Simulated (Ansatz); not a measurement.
**C4H11As (tert-butylarsine), step by step**

Aim: a series of 10 runs (HF/STO-3G, UHF/STO-3G, HF/3-21G, UHF/3-21G, HF/6-31G*) of C4H11As. 

The calculation is run with Ansatz 0.2.0.

**1. The system as given**

The species is C4H11As (16 atoms), meant as a singlet with charge 0. As SMILES, `CC(C)(C)[AsH2]`. The shape is that of a PBE0-D4/def2-TZVP optimisation. This is one conformer, not always the lowest. The run starts from this shape.

Bond lengths: C1–C2 1.520 Å, C2–C3 1.523 Å, C2–C4 1.523 Å, C2–As5 2.001 Å, C1–H6 1.092 Å, C1–H7 1.097 Å, C1–H8 1.092 Å, C3–H9 1.093 Å, C3–H10 1.093 Å, C3–H11 1.096 Å, C4–H12 1.093 Å, C4–H13 1.093 Å, C4–H14 1.096 Å, As5–H15 1.525 Å, As5–H16 1.525 Å. Some angles: C1–C2–C3 110.3°, C1–C2–C4 110.3°, C1–C2–As5 112.0°, C3–C2–C4 110.1°, C3–C2–As5 107.0°, C4–C2–As5 107.0°, C2–C1–H6 111.6°, C2–C1–H7 110.0°, C2–C1–H8 111.6°, C2–C3–H9 111.8°.

**2. A geometry optimisation at HF/STO-3G (run 1)**

Input file input.yaml:

```yaml
crystal:
  periodic: [false, false, false]
  atoms:
    - {symbol: C, position_ang: [-0.717890, 0.539940, -1.081360]}
    - {symbol: C, position_ang: [0.054860, -0.041520, 0.091200]}
    - {symbol: C, position_ang: [1.484990, 0.483340, 0.094820]}
    - {symbol: C, position_ang: [0.055130, -1.563360, 0.022190]}
    - {symbol: As, position_ang: [-0.758180, 0.464170, 1.848200]}
    - {symbol: H, position_ang: [-0.738750, 1.631540, -1.046800]}
    - {symbol: H, position_ang: [-0.245750, 0.243470, -2.026510]}
    - {symbol: H, position_ang: [-1.750400, 0.183790, -1.098030]}
    - {symbol: H, position_ang: [2.061280, 0.083870, 0.933440]}
    - {symbol: H, position_ang: [1.513620, 1.574770, 0.153010]}
    - {symbol: H, position_ang: [1.993890, 0.187820, -0.829660]}
    - {symbol: H, position_ang: [-0.960890, -1.967220, 0.027040]}
    - {symbol: H, position_ang: [0.600330, -2.007020, 0.859390]}
    - {symbol: H, position_ang: [0.538760, -1.895410, -0.903450]}
    - {symbol: H, position_ang: [-0.937310, 1.940600, 1.510000]}
    - {symbol: H, position_ang: [-2.193680, 0.141230, 1.446500]}
basis:
  gaussian: {orbitals: STO-3G}
total_charge: 0
magnetization: {spin_polarized: false}
hamiltonian: {xc: hf}
relax: {f_tol: 0.002}
output: {orbitals: {seedname: orbitals}}
```

Run with:

```console
$ ansatz run input.yaml --threads 1 --pin off --max-ram 3480MiB --events-out events.jsonl --progress --plain --runs-dir runs
```

Output:

```text
Warning: RAYON_NUM_THREADS=1 ignored (pool sized by the plan → 1); use --threads N
The last accepted step is kept in runs//last_step.txt (removed where the run ends without a failure and the disk answers)
[... 49 lines left out ...]
Total energy: -64364.05118941 eV, -2365.3352536900 hartree
[... 16 lines left out ...]
Dipole moment:    -0.056793     0.045727    -0.171666 e Å
```

It took 5.4 s on 1 thread of AMD EPYC 9R45 (Zen 5), shared host; peak memory 0.13 GiB.

The path in brief:

```
step  energy from the first frame kept (eV)  largest force (eV/Å)
   1                                 0.0000                2.5308
   2                                -0.1779                0.7752
   3                                -0.1944                0.1852
   4                                -0.1993                0.0709
   5                                -0.1994                0.0249
   6                                -0.1995                0.0014
```

After the run. Bond lengths: C1–C2 1.551 Å, C2–C3 1.551 Å, C2–C4 1.551 Å, C2–As5 1.971 Å, C1–H6 1.086 Å, C1–H7 1.087 Å, C1–H8 1.086 Å, C3–H9 1.086 Å, C3–H10 1.086 Å, C3–H11 1.087 Å, C4–H12 1.086 Å, C4–H13 1.086 Å, C4–H14 1.087 Å, As5–H15 1.457 Å, As5–H16 1.457 Å. Some angles: C1–C2–C3 108.9°, C1–C2–C4 108.9°, C1–C2–As5 111.8°, C3–C2–C4 108.9°, C3–C2–As5 109.1°, C4–C2–As5 109.1°, C2–C1–H6 111.1°, C2–C1–H7 110.3°, C2–C1–H8 111.1°, C2–C3–H9 111.0°.

**3. Vibrational wavenumbers at HF/STO-3G (run 2)**

Input file run.yaml:

```yaml
crystal:
  periodic: [false, false, false]
  atoms:
    - symbol: C
      position_ang: [-0.727623, 0.546979, -1.088020]
    - symbol: C
      position_ang: [0.039274, -0.031994, 0.129444]
    - symbol: C
      position_ang: [1.499661, 0.488658, 0.096529]
    - symbol: C
      position_ang: [0.055139, -1.579036, 0.023139]
    - symbol: As
      position_ang: [-0.794821, 0.490101, 1.837246]
    - symbol: H
      position_ang: [-0.746155, 1.632502, -1.059285]
    - symbol: H
      position_ang: [-0.247963, 0.244714, -2.015201]
    - symbol: H
      position_ang: [-1.753397, 0.190866, -1.110389]
    - symbol: H
      position_ang: [2.074926, 0.085796, 0.924766]
    - symbol: H
      position_ang: [1.529457, 1.572713, 0.158871]
    - symbol: H
      position_ang: [1.987330, 0.193108, -0.828404]
    - symbol: H
      position_ang: [-0.953693, -1.981672, 0.032665]
    - symbol: H
      position_ang: [0.603702, -2.020078, 0.850039]
    - symbol: H
      position_ang: [0.531294, -1.891110, -0.902365]
    - symbol: H
      position_ang: [-0.939495, 1.901435, 1.506309]
    - symbol: H
      position_ang: [-2.157625, 0.157029, 1.444635]
basis:
  gaussian:
    orbitals: STO-3G
hamiltonian:
  xc: hf
phonons:
  temperatures: {t_min: 298.15, t_max: 298.15, t_step: 1}
```

Run with:

```console
$ ansatz run run.yaml --threads 1 --pin off --max-ram 3480MiB --events-out events.jsonl --progress --plain --runs-dir runs
```

Output:

```text
Warning: RAYON_NUM_THREADS=1 ignored (pool sized by the plan → 1); use --threads N
[... 514 lines left out ...]
Total energy: -64364.05119233 eV, -2365.3352537973 hartree
[... 16 lines left out ...]
Dipole moment:    -0.056792     0.045727    -0.171667 e Å
Vibrations: 163.55 258.38 277.43 281.98 306.69 308.87 342.01 428.42 429.55 639.81 950.77 964.60 1003.36 1134.25 1138.76 1160.49 1249.25 1252.45 1334.10 1473.78 1494.49 1496.23 1735.74 1736.09 1755.57 1835.43 1835.61 1838.66 1846.99 1847.54 1848.93 2690.69 2702.91 3559.47 3560.88 3561.02 3738.80 3740.13 3741.62 3745.91 3748.36 3748.57 cm⁻¹, zero-point energy 4.519730 eV
```

Wall time 63 s (1 thread of AMD EPYC 9R45 (Zen 5), shared host); peak memory 0.13 GiB.

Runs 3 to 7 aren't shown in full; the table further down has their settings and results.

**4. The doublet cation: a geometry optimisation at UHF/3-21G (run 8)**

Input file in.yaml:

```yaml
basis:
  gaussian:
    orbitals: 3-21G.json
crystal:
  periodic: [false, false, false]
  atoms:
    - symbol: C
      position_ang: [-0.717247, 0.539844, -1.091644]
    - symbol: C
      position_ang: [0.041316, -0.032976, 0.116654]
    - symbol: C
      position_ang: [1.493244, 0.485390, 0.092498]
    - symbol: C
      position_ang: [0.056137, -1.571715, 0.019489]
    - symbol: As
      position_ang: [-0.779831, 0.479261, 1.847084]
    - symbol: H
      position_ang: [-0.735276, 1.623716, -1.067164]
    - symbol: H
      position_ang: [-0.227391, 0.230275, -2.011786]
    - symbol: H
      position_ang: [-1.741126, 0.183946, -1.118257]
    - symbol: H
      position_ang: [2.068898, 0.089353, 0.922083]
    - symbol: H
      position_ang: [1.525568, 1.569105, 0.141088]
    - symbol: H
      position_ang: [1.973625, 0.176723, -0.831628]
    - symbol: H
      position_ang: [-0.951043, -1.975959, 0.015212]
    - symbol: H
      position_ang: [0.598387, -2.015517, 0.847402]
    - symbol: H
      position_ang: [0.542072, -1.872499, -0.904333]
    - symbol: H
      position_ang: [-0.928846, 1.968835, 1.544327]
    - symbol: H
      position_ang: [-2.218477, 0.122228, 1.478955]
total_charge: 1
magnetization:
  spin_polarized: true
  initial_magnetization: 1
hamiltonian:
  xc: hf
relax: {}
```

The basis set 3-21G is read from a file made from the Basis Set Exchange's data (not shown).

Run with:

```console
$ ansatz run in.yaml --threads 1 --pin off --max-ram 3480MiB --events-out events.jsonl --progress --plain --runs-dir runs
```

Output, cut to the lines that bear on the results:

```text
Warning: RAYON_NUM_THREADS=1 ignored (pool sized by the plan → 1); use --threads N
[... 1 set-up line as earlier in the session ...]
[... 62 lines left out ...]
Total energy: -64767.59657665 eV, -2380.1652731382 hartree
[... 16 lines left out ...]
Dipole moment:    -0.186301     0.122342     0.219634 e Å
```

Run time: 11 s. Hardware: 1 thread of AMD EPYC 9R45 (Zen 5), shared host; peak memory 0.25 GiB.

The path in brief:

```
step  energy from the first frame kept (eV)  largest force (eV/Å)
   1                                 0.0000                3.3255
   2                                -0.5775                0.8387
   3                                -0.6473                0.3711
   4                                -0.6775                0.2127
   5                                -0.6847                0.1219
   6                                -0.6860                0.0412
   7                                -0.6860                0.0365
   8                                -0.6861                0.0014
```

After the run. Bond lengths: C1–C2 1.545 Å, C2–C3 1.539 Å, C2–C4 1.539 Å, C2–As5 1.981 Å, C1–H6 1.083 Å, C1–H7 1.085 Å, C1–H8 1.083 Å, C3–H9 1.083 Å, C3–H10 1.084 Å, C3–H11 1.084 Å, C4–H12 1.084 Å, C4–H13 1.083 Å, C4–H14 1.084 Å, As5–H15 1.487 Å, As5–H16 1.487 Å. Some angles: C1–C2–C3 110.9°, C1–C2–C4 110.9°, C1–C2–As5 106.9°, C3–C2–C4 111.3°, C3–C2–As5 108.3°, C4–C2–As5 108.3°, C2–C1–H6 112.3°, C2–C1–H7 107.1°, C2–C1–H8 112.3°, C2–C3–H9 112.0°.

Run 9 isn't shown in full; the table further down has it.

**5. Vibrational wavenumbers at HF/6-31G(d) (Cartesian functions) (run 10)**

Input file molecule.yaml:

```yaml
crystal:
  periodic: [false, false, false]
  atoms:
    - {symbol: C, position_ang: [-0.717361, 0.540058, -1.095199]}
    - {symbol: C, position_ang: [0.050571, -0.038776, 0.097998]}
    - {symbol: C, position_ang: [1.493416, 0.485209, 0.093089]}
    - {symbol: C, position_ang: [0.056344, -1.571839, 0.020081]}
    - {symbol: As, position_ang: [-0.779009, 0.478679, 1.847541]}
    - {symbol: H, position_ang: [-0.738276, 1.624360, -1.069643]}
    - {symbol: H, position_ang: [-0.241179, 0.240454, -2.027555]}
    - {symbol: H, position_ang: [-1.742684, 0.186697, -1.120645]}
    - {symbol: H, position_ang: [2.069064, 0.086422, 0.922511]}
    - {symbol: H, position_ang: [1.526421, 1.569047, 0.152969]}
    - {symbol: H, position_ang: [1.994461, 0.192899, -0.827133]}
    - {symbol: H, position_ang: [-0.951096, -1.977297, 0.027048]}
    - {symbol: H, position_ang: [0.601173, -2.014684, 0.847966]}
    - {symbol: H, position_ang: [0.533925, -1.897807, -0.901309]}
    - {symbol: H, position_ang: [-0.945089, 1.954419, 1.548190]}
    - {symbol: H, position_ang: [-2.210671, 0.142172, 1.484070]}
basis:
  gaussian:
    orbitals: "6-31G*"
hamiltonian:
  xc: hf
phonons:
  temperatures: {t_min: 298.15, t_max: 298.15, t_step: 1}
```

Run with:

```console
$ ansatz run molecule.yaml --threads 1 --pin off --max-ram 3480MiB --events-out events.jsonl --progress --plain --runs-dir runs
```

Output:

```text
Warning: RAYON_NUM_THREADS=1 ignored (pool sized by the plan → 1); use --threads N
[... 511 lines left out ...]
Total energy: -65083.26836785 eV, -2391.7659974946 hartree
[... 16 lines left out ...]
Dipole moment:     0.039080    -0.017670    -0.271949 e Å
Vibrations: 160.16 247.62 267.48 268.22 302.19 312.45 314.63 406.93 407.31 578.92 798.78 807.04 881.80 1026.24 1027.86 1057.53 1098.14 1144.47 1146.26 1326.07 1348.84 1352.27 1556.16 1556.52 1584.75 1629.88 1632.27 1633.57 1651.14 1652.10 1660.01 2329.81 2333.59 3183.14 3187.61 3195.76 3245.45 3245.77 3253.19 3262.09 3266.57 3275.67 cm⁻¹, zero-point energy 4.005696 eV
```

Wall time 3 min (1 thread of AMD EPYC 9R45 (Zen 5), shared host); peak memory 0.31 GiB.

**6. The series**

```
run                            level         task  walk f tol  partner   energy (Eh)  dipole moment (D)  wall time
  1                        HF/STO-3G     optimise       0.002     base  -2365.335254               0.90      5.4 s
  2                        HF/STO-3G  frequencies           –     base  -2365.335254               0.90       63 s
  3                       UHF/STO-3G       energy           –   cation  -2365.098076                  –     0.36 s
  4                       UHF/STO-3G     optimise           –   cation  -2365.126816                  –      7.8 s
  5                         HF/3-21G     optimise       0.002     base  -2380.440741               1.23      5.7 s
  6                         HF/3-21G  frequencies           –     base  -2380.440741               1.23       68 s
  7                        UHF/3-21G       energy           –   cation  -2380.140061                  –     0.88 s
  8                        UHF/3-21G     optimise           –   cation  -2380.165273                  –       11 s
  9  HF/6-31G* (Cartesian functions)     optimise       0.002     base  -2391.765997               1.32       15 s
 10  HF/6-31G* (Cartesian functions)  frequencies           –     base  -2391.765997               1.32      3 min
```

**7. Results**

| quantity | value |
| --- | --- |
| run 10, HF/6-31G*: total energy | -2391.76600 Eh |
| run 10, HF/6-31G*: dipole moment | 1.32 D |
| run 10, HF/6-31G*: largest force on an atom | 0.001 eV/Å |
| run 10, HF/6-31G*: lowest harmonic wavenumber | 160 cm⁻¹ |
| run 10, HF/6-31G*: highest harmonic wavenumber | 3276 cm⁻¹ |
| run 10, HF/6-31G*: zero-point energy | 386.5 kJ/mol |
| vertical ionisation energy (to the doublet cation), HF/STO-3G | 6.454 eV |
| vertical ionisation energy (to the doublet cation), HF/3-21G | 8.182 eV |
| adiabatic ionisation energy (to the doublet cation, no zero-point term), HF/STO-3G | 5.672 eV |
| adiabatic ionisation energy (to the doublet cation, no zero-point term), HF/3-21G | 7.496 eV |

What this shows: At HF/STO-3G: the vertical ionisation energy comes to 6.45 eV (623 kJ/mol). In a minimal basis such a difference can be off by several eV, whatever the method. At HF/3-21G: the vertical ionisation energy comes to 8.18 eV (789 kJ/mol). At HF/STO-3G: the adiabatic ionisation energy (to the doublet cation, no zero-point term) is 5.67 eV (547 kJ/mol). At HF/3-21G: the adiabatic ionisation energy (to the doublet cation, no zero-point term) is 7.50 eV (723 kJ/mol). In runs 1, 2, 3, 4 the basis is minimal, so the values are rough. All runs together took 5.9 min, the longest 3 min.
